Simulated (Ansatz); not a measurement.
# C7H5NS: the cost of one run

Program: Ansatz 0.2.0, Gaussian basis. Level of theory: the settings change from run to run. These are calculated values, not measurements.

## Step 1: The geometry

The geometry comes from an earlier relaxation with PBE0-D4 in a triple-zeta def2 set; it is a stationary point, not always the lowest conformer.

SMILES `c1ccc2scnc2c1`, 14 atoms, charge 0, spin multiplicity 1.

Atoms are counted from 1 here; the program's logs count them from 0.

Bond lengths: C1–C2 1.399 Å, C1–C9 1.379 Å, C1–H10 1.084 Å, C2–C3 1.381 Å, C2–H11 1.084 Å, C3–C4 1.390 Å, C3–H12 1.083 Å, C4–S5 1.724 Å, C4–C8 1.408 Å, S5–C6 1.734 Å, C6–N7 1.285 Å, C6–H13 1.083 Å, N7–C8 1.377 Å, C8–C9 1.394 Å, C9–H14 1.083 Å. Angles: C2–C1–C9 121.0°, C2–C1–H10 119.3°, C9–C1–H10 119.7°, C1–C2–C3 121.1°, C1–C2–H11 119.5°, C3–C2–H11 119.4°, C2–C3–C4 117.9°, C2–C3–H12 120.9°, C4–C3–H12 121.2°, C3–C4–S5 129.5°, C3–C4–C8 121.5°, S5–C4–C8 109.0°, C4–S5–C6 88.8°, S5–C6–N7 116.8°, S5–C6–H13 119.7°, N7–C6–H13 123.6°, C6–N7–C8 110.3°, C4–C8–N7 115.1° and more.

## Step 2: LC-wPBE/aug-cc-pVDZ

Options: charge -1, multiplicity 2, relativity set to none.

in.yaml reads:

```yaml
crystal:
  periodic: [false, false, false]
  atoms:
    - {symbol: C, position_ang: [-0.131004, -1.866427, -0.436147]}
    - {symbol: C, position_ang: [1.212315, -1.537610, -0.225265]}
    - {symbol: C, position_ang: [1.588309, -0.250607, 0.104562]}
    - {symbol: C, position_ang: [0.589885, 0.710170, 0.220822]}
    - {symbol: S, position_ang: [0.718931, 2.384277, 0.613226]}
    - {symbol: C, position_ang: [-1.004469, 2.515017, 0.467794]}
    - {symbol: N, position_ang: [-1.642474, 1.442575, 0.160003]}
    - {symbol: C, position_ang: [-0.765573, 0.392027, 0.011060]}
    - {symbol: C, position_ang: [-1.121780, -0.914537, -0.321116]}
    - {symbol: H, position_ang: [-0.393942, -2.885601, -0.693725]}
    - {symbol: H, position_ang: [1.971666, -2.304651, -0.322024]}
    - {symbol: H, position_ang: [2.629484, -0.000307, 0.267053]}
    - {symbol: H, position_ang: [-1.485810, 3.470671, 0.635369]}
    - {symbol: H, position_ang: [-2.165547, -1.155009, -0.481614]}
basis:
  gaussian: {orbitals: aug-cc-pVDZ}
total_charge: -1
magnetization: {spin_polarized: true, initial_magnetization: 1}
hamiltonian: {xc: {name: LC-wPBE}, pseudopotentials: {relativity: none}}
output: {forces: true}
```

Run with:

```sh
ansatz run in.yaml --threads 2 --pin off --events-out ev --progress --plain --max-ram 32768MiB --backend cpu
```

Q: Estimate wall time and peak memory on 2 threads of AMD EPYC 7R13, shared host.

About 84 s, with a peak of 2.1 GiB.
